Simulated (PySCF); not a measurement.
# F6Fe ([FeF6]2-): the cost of one run

Computed with PySCF 2.14.0 and routines of our own; the level stands in each step. Atoms count from 0.

## (1) The system as given

7 atoms, charge -2, states of the metal's open shell are computed; geometry from: model geometry, bond lengths from ionic radii.

## (2) Ligand-field states: state-averaged CASSCF in water

What the job is given:

```
{"job": {"kind": "lf", "basis": {"metal": "x2c-TZVPall", "ligand": "x2c-SVPall"}, "nevpt": true, "solvent": "water"}, "charge": -2, "metal": "Fe", "open_shell": "d4"}
Fe     0.000000     0.000000     0.000000
F      0.000000     0.000000     1.885000
F      0.000000     0.000000    -1.885000
F      1.885000     0.000000     0.000000
F     -1.885000     0.000000     0.000000
F      0.000000     1.885000     0.000000
F     -0.000000    -1.885000     0.000000
```

Level: state-averaged CASSCF of the metal d shell, SC-NEVPT2 on the averaged canonical orbitals, state-interaction spin-orbit coupling.

Started as:

```bash
$ OMP_NUM_THREADS=1 python lf_run.py task.json out
```

The driver reads the jobs from task.json and runs them one after another.

**Question.** How long does this first job take on 1 thread of Arm Neoverse V1, shared host, and how much memory does it need?

About 14 s, with a peak of 0.32 GiB.
